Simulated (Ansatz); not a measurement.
# B3LYP/6-31G(d) (Cartesian functions) run of GaSiH7O (SMILES [SiH3][OH+][GaH3-])

Aim: the vertical ionisation energy of GaSiH7O at B3LYP/6-31G* (Cartesian functions), from 2 runs. 

Program for the calculation: Ansatz 0.2.0.

67 further runs of the same task are left out: 1 that didn't finish, 66 set aside as unsound or not needed.

## 1. The structure to begin with

GaSiH7O: 10 atoms, total charge 0, spin state singlet. SMILES: `[SiH3][OH+][GaH3-]`. The shape is that of a PBE0-D4/def2-TZVP optimisation.

Bond lengths: Si1–O2 1.685 Å, O2–Ga3 2.176 Å, Si1–H4 1.485 Å, Si1–H5 1.480 Å, Si1–H6 1.475 Å, O2–H7 0.960 Å, Ga3–H8 1.571 Å, Ga3–H9 1.583 Å, Ga3–H10 1.578 Å. Some angles: Si1–O2–Ga3 118.1°, Si1–O2–H7 117.7°, Ga3–O2–H7 112.1°, O2–Si1–H4 106.7°, O2–Si1–H5 110.5°, O2–Si1–H6 105.9°, O2–Ga3–H8 100.1°, O2–Ga3–H9 92.2°, O2–Ga3–H10 95.6°, H4–Si1–H5 110.0°.

## 2. The energy at B3LYP/6-31G(d) (Cartesian functions)

Contents of input.yaml:

```yaml
crystal:
  periodic: [false, false, false]
  atoms:
    - {symbol: Si, position_ang: [-0.484700, 0.680100, -1.289300]}
    - {symbol: O, position_ang: [-0.772200, -0.233700, 0.097500]}
    - {symbol: Ga, position_ang: [0.882100, -0.551000, 1.475200]}
    - {symbol: H, position_ang: [-1.767100, 0.740000, -2.035000]}
    - {symbol: H, position_ang: [0.556000, 0.040700, -2.124900]}
    - {symbol: H, position_ang: [-0.069600, 2.013200, -0.814500]}
    - {symbol: H, position_ang: [-1.323900, -1.014800, 0.010100]}
    - {symbol: H, position_ang: [0.306600, 0.146600, 2.760300]}
    - {symbol: H, position_ang: [1.885600, 0.253500, 0.552600]}
    - {symbol: H, position_ang: [0.870300, -2.125600, 1.370900]}
basis:
  gaussian: {orbitals: "6-31G*"}
output: {orbitals: {seedname: orbitals}}
hamiltonian: {xc: {name: B3LYP}}
accuracy: high
```

On the command line:

```
$ ansatz run input.yaml --threads 1 --pin off --max-ram 3480MiB --events-out events.jsonl --progress --plain --runs-dir runs
```

The program printed:

```text
Warning: RAYON_NUM_THREADS=1 ignored (pool sized by the plan → 1); use --threads N
Functional definition: B3LYP
  name "B3LYP"
  parameter a0 = 0.2
  parameter ax = 0.72
  parameter ac = 0.81
  exchange = (1 - a0 - ax)*slater_x + ax*b88_x + a0*exact_x
  correlation = (1 - ac)*vwn_rpa_c + ac*lyp_c
1799 factors; integrals over basis functions are off by at most 4.7e-9 eV
mean field evaluation 1: about -62407.0581 eV, gradient 4.9e1 eV
mean field evaluation 2: about -62400.5496 eV, gradient 7.9e1 eV
mean field evaluation 4: about -62410.8369 eV, gradient 3.1e0 eV
mean field evaluation 8: about -62410.9788 eV, gradient 1.7e-1 eV
mean field evaluation 16: about -62410.9789 eV, gradient 5.8e-6 eV
mean field -62410.97888744 eV, -2293.5611704324 hartree, gradient 2.2e-8 eV, S^2 0.000000; 0 other end points of the search recorded, 0 dependent functions left out
reference -62410.97893501 eV, -2293.5611721806 hartree; 30, 30 occupied and 53, 53 virtual orbitals, 1799 factors
Total energy: -62410.97893501 eV, -2293.5611721806 hartree
```

Wall time 11 s (1 thread of Arm Neoverse V1, shared host); peak memory 0.3 GiB.

## 3. The doublet cation, same level

Contents of job.yaml:

```yaml
basis:
  gaussian: {orbitals: "6-31G*"}
crystal:
  periodic: [false, false, false]
  atoms:
    - {symbol: Si, position_ang: [-0.484700, 0.680100, -1.289300]}
    - {symbol: O, position_ang: [-0.772200, -0.233700, 0.097500]}
    - {symbol: Ga, position_ang: [0.882100, -0.551000, 1.475200]}
    - {symbol: H, position_ang: [-1.767100, 0.740000, -2.035000]}
    - {symbol: H, position_ang: [0.556000, 0.040700, -2.124900]}
    - {symbol: H, position_ang: [-0.069600, 2.013200, -0.814500]}
    - {symbol: H, position_ang: [-1.323900, -1.014800, 0.010100]}
    - {symbol: H, position_ang: [0.306600, 0.146600, 2.760300]}
    - {symbol: H, position_ang: [1.885600, 0.253500, 0.552600]}
    - {symbol: H, position_ang: [0.870300, -2.125600, 1.370900]}
output: {orbitals: {seedname: orbitals}}
total_charge: 1
hamiltonian: {xc: {name: B3LYP}}
magnetization: {spin_polarized: true, initial_magnetization: 1}
accuracy: high
```

On the command line:

```
$ ansatz run job.yaml --threads 1 --pin off --max-ram 3480MiB --events-out events.jsonl --progress --plain --runs-dir runs
```

The program printed (excerpt; [...] marks lines left out):

```text
Warning: RAYON_NUM_THREADS=1 ignored (pool sized by the plan → 1); use --threads N
[... 7 set-up lines as earlier in the session ...]
1798 factors; integrals over basis functions are off by at most 4.7e-9 eV
mean field evaluation 1: about -62389.6116 eV, gradient 5.6e1 eV
mean field evaluation 2: about -62319.4645 eV, gradient 1.2e2 eV
mean field evaluation 4: about -62400.4746 eV, gradient 6.9e0 eV
mean field evaluation 8: about -62400.9302 eV, gradient 4.6e-1 eV
mean field evaluation 16: about -62400.9460 eV, gradient 6.6e-2 eV
mean field evaluation 32: about -62400.9462 eV, gradient 1.8e-5 eV
mean field evaluation 64: about -62400.7305 eV, gradient 1.4e0 eV
mean field -62400.94620206 eV, -2293.1924760453 hartree, gradient 3.9e-8 eV, S^2 0.759124; 7 other end points of the search recorded, 0 dependent functions left out
reference -62400.94624911 eV, -2293.1924777742 hartree; 30, 29 occupied and 53, 54 virtual orbitals, 1798 factors
Total energy: -62400.94624911 eV, -2293.1924777742 hartree
```

Run time: 53 s. Hardware: 1 thread of Arm Neoverse V1, shared host; peak memory 0.52 GiB.

## 4. Summary of results

Level: B3LYP/6-31G* (Cartesian functions).

```
                                          quantity           value
                     singlet GaSiH7O: total energy  -2293.56117 Eh
                      singlet GaSiH7O: HOMO energy        -7.48 eV
                      singlet GaSiH7O: LUMO energy        -0.92 eV
                    singlet GaSiH7O: HOMO–LUMO gap         6.55 eV
                      doublet cation: total energy  -2293.19248 Eh
doublet cation: HOMO energy (highest over α and β)       -13.61 eV
 doublet cation: LUMO energy (lowest over α and β)       -12.49 eV
                              doublet cation: ⟨S²⟩           0.759
vertical ionisation energy (to the doublet cation)       10.033 eV
```

The vertical ionisation energy comes to 10.03 eV (968 kJ/mol). −ε(HOMO) before ionisation, 7.48 eV, is 2.56 eV below this ionisation energy.
